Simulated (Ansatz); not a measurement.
CH3NZn, SMILES [CH2]1[NH][Zn]1, a ladder of methods at one geometry

With the Ansatz DFT code, driven from Python.

Interactive session:
```pycon
>>> import ansatz as az
>>> GEOMETRY = """
... C    -0.41890    0.10670   -0.54550
... N     0.11470    0.43540    0.73860
... Zn    1.48000   -0.69820    0.32340
... H    -0.76890   -0.88200   -0.57710
... H     0.30430    0.27070   -1.36390
... H    -0.66910    0.70340    1.37810
... """
>>> ch3nzn = az.Crystal.molecule()
>>> for line in GEOMETRY.strip().splitlines():
...     symbol, *xyz = line.split()
...     ch3nzn = ch3nzn.atom(symbol, [float(v) for v in xyz])
...
>>> calculation = ch3nzn.calculation().basis(gaussian="def2-SVP")
>>> methods = ["mp2", "ccsd", "ccsd_t"]
>>> reports = [calculation.correlation(m).run(threads=1, backend="cpu").report for m in methods]
RunWarning: the results are in doubt because among natural orbitals full CI differs from the method by -0.144 eV
>>> print(f"Hartree-Fock reference {reports[0]['reference_energy_ev'] / 27.211386246:.6f} Ha")
Hartree-Fock reference -1871.325474 Ha
>>> best = reports[-1]["free_energy_ev"] - reports[-1]["reference_energy_ev"]
>>> for method, each in zip(methods, reports):
...     gained = each["free_energy_ev"] - each["reference_energy_ev"]
...     print(f"{method:8s} total {each['free_energy_ev'] / 27.211386246:.6f} Ha  correlation {gained:9.4f} eV  ({100 * gained / best:.1f} % of the last)")
...
mp2      total -1872.023970 Ha  correlation  -19.0071 eV  (91.6 % of the last)
ccsd     total -1872.027778 Ha  correlation  -19.1107 eV  (92.1 % of the last)
ccsd_t   total -1872.088099 Ha  correlation  -20.7521 eV  (100.0 % of the last)
```

Reading the output:
- Total energies depend on the basis set; only differences at equal settings carry meaning.
- Warnings are shown shortened and without file and line.
- The geometry is a force-field or estimated start, not a minimum of this method, and the basis set is short of its limit. A lower total doesn't mark the better method: functionals have no common bound, and MP2 and coupled cluster aren't variational.
- Inner cores stay frozen, so this is valence correlation.
- Wall time of the script: 72 s on 1 thread of Arm Neoverse V1, on a shared host, peak memory 0.3 GiB.

(Lines on the test bed's own set-up are left out of the output.)
